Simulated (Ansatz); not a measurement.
What does this script print? It uses Ansatz 0.2.0 through its Python package.

`POSCAR_rb`
```text
Rb
1.0
   0.00000000    3.63988467    3.63988467
   3.63988467    0.00000000    3.63988467
   3.63988467    3.63988467    0.00000000
Rb
1
Direct
   0.00000000    0.00000000    0.00000000
```

`dfpt_rb.py`
```python
"""DFPT phonons of Rb."""

from pathlib import Path
import logging
import sys

import ansatz
from ase.io import read
import numpy as np

logging.basicConfig(stream=sys.stdout, format="%(levelname)s %(message)s")
log = logging.getLogger("ansatz_job")
log.setLevel(logging.INFO)


def main() -> None:
    atoms = read("POSCAR_rb", format="vasp")
    system = ansatz.Crystal.from_ase(atoms)

    setup = (
        system.calculation()
        .functional("lda")
        .basis(630, xc_grid=2)
        .occupations("fermi_dirac", width=0.1)
        .scf(lower_state_search="light")
        .kpoints(8, 8, 8)
        .phonons("dfpt", points=[(0, 0, 0), (0, 0, 0.5)])
    )
    done = setup.run(threads=1, backend="cpu", runs_dir="runs")
    ph = done.phonons

    for q in ph.qpoints:
        thz = np.asarray(q.omega_inv_cm) / 33.35641
        print("q = ({:.2f}, {:.2f}, {:.2f})".format(*q.q_frac), np.round(thz, 2) + 0.0, "THz")


if __name__ == "__main__":
    main()
```

`python dfpt_rb.py` gives:
```text
RunWarning: eigensolver did not converge (k=3): 1 band(s) unlocked after 20 sweeps at ethr=1.00e-12 eV (lowest unlocked band 8, counted from 0; max residual 9.46e-5 eV among the unlocked bands, [...]
q = (0.00, 0.00, 0.00) [0. 0. 0.] THz
q = (0.00, 0.00, 0.50) [0.5  0.5  1.06] THz
```
(Warnings from the package without file and line, shortened.)

Caveats:
- These settings explore the input space; cutoff and mesh may be short of convergence.
- The cell isn't relaxed first, so the values belong to this volume.
- This isn't the structure that Rb takes at ambient conditions.
- The structure is taken as given; imaginary modes can come from an unrelaxed or unstable start. Phonons of metals also depend on mesh and smearing.
- The whole script took 35 s on 1 thread of Arm Neoverse V1, with other jobs on the host, peak memory 0.9 GiB.

(Lines on the test bed's own set-up are left out of the output.)
